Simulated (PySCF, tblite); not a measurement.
# H₅O₄PSSi₂ (triplet), a small gas-phase stand-in for a defect centre: EPR parameters

Aim: the EPR parameters of `O=P(O)(O)O[Si]S[SiH3]`. It is drawn as: twofold Si.

Programs: tblite 0.8.0 and PySCF 2.14.0. All values are calculated, for the isolated system unless a continuum is named. Atoms count from 0, parts from 1.

## Step 1: The system as given

13 atoms, charge 0, multiplicity 3; geometry: distance geometry start.

## Step 2: Relaxing the cluster with GFN2-xTB

What the job is given:

```
{"job": {"kind": "relax", "xc": "GFN2-xTB", "basis": "xTB"}, "charge": 0, "multiplicity": 3}
Si     0.518650     0.286807    -0.026111
S      2.160919    -1.118920    -0.234165
Si     2.612294    -2.235731    -2.030507
O     -0.928880     1.210799     0.351614
P     -2.107762     0.748968     1.544525
O     -3.535093     1.700755     1.300223
O     -2.501597    -0.921793     1.362523
O     -1.499637     1.034298     3.106934
H      3.921083    -1.879874    -2.516310
H      1.650630    -1.920131    -3.053372
H      2.588320    -3.624342    -1.733347
H     -2.173918    -1.633390     1.932489
H     -0.587117     0.944799     3.361938
```

With the program's defaults for keys left out, this is: GFN2-xTB geometry optimisation, gas phase.

On the command line:

```
$ OMP_NUM_THREADS=1 python cluster_run.py task.json out
```

This one command runs all jobs of the session in turn.

**Question.** The jobs that follow are: PBE0-D3(BJ)/def2-SVP geometry optimisation, gas phase; UKS B3LYP, IGLO-III on O P S Si, pcH-1 on H, non-relativistic, mean-field spin-orbit, GIAO; UKS BHandHLYP, IGLO-III on O P S Si, pcH-1 on H, non-relativistic, mean-field spin-orbit, GIAO. Predict: point group; rotational constants (main isotopes); D, E (B3LYP); g(iso) (B3LYP); ⟨S²⟩; largest a(iso); potential on the surface of density 0.002 e/bohr³, 1st and 99th percentile.

The runs gave:

| quantity | value |
| --- | --- |
| point group | C1 |
| rotational constants (main isotopes) | 2.43, 0.44, 0.42 GHz |
| D, E (B3LYP) | -0.500, -0.066 cm⁻¹ |
| g(iso) (B3LYP) | 2.00225 |
| ⟨S²⟩ | 2.004 (exact 2.00) |
| largest a(iso) | 29Si on Si0, -705.4 MHz |
| potential on the surface of density 0.002 e/bohr³, 1st and 99th percentile | -1.76 V and 2.94 V |

In words: The start of the PBE0/def2-SVP relaxation was shaken at random by about 0.01 Å, so part of the energy gained, and of the first lengths quoted, undoes that. Over 7 steps the energy fell by 0.290 eV; of the close pairs, Si0–O3 changed most, 1.651 to 1.713 Å (PBE0/def2-SVP). No frequency check was run at this level, so the end point may be a saddle. Si0 carries the largest spin population, 1.62 e. The isotropic g lies 0.1 ppt below the free-electron value. The coupling of 29Si on Si0 runs from -751.7 (BHandHLYP/IGLO-III+pcH-1) to -705.4 MHz (B3LYP/IGLO-III+pcH-1). The triplet was assumed; the singlet may lie lower. A capped cluster stands for the solid here, so long-range fields and strain are missing, and bands or shifts of the capping hydrogens have no counterpart in it.
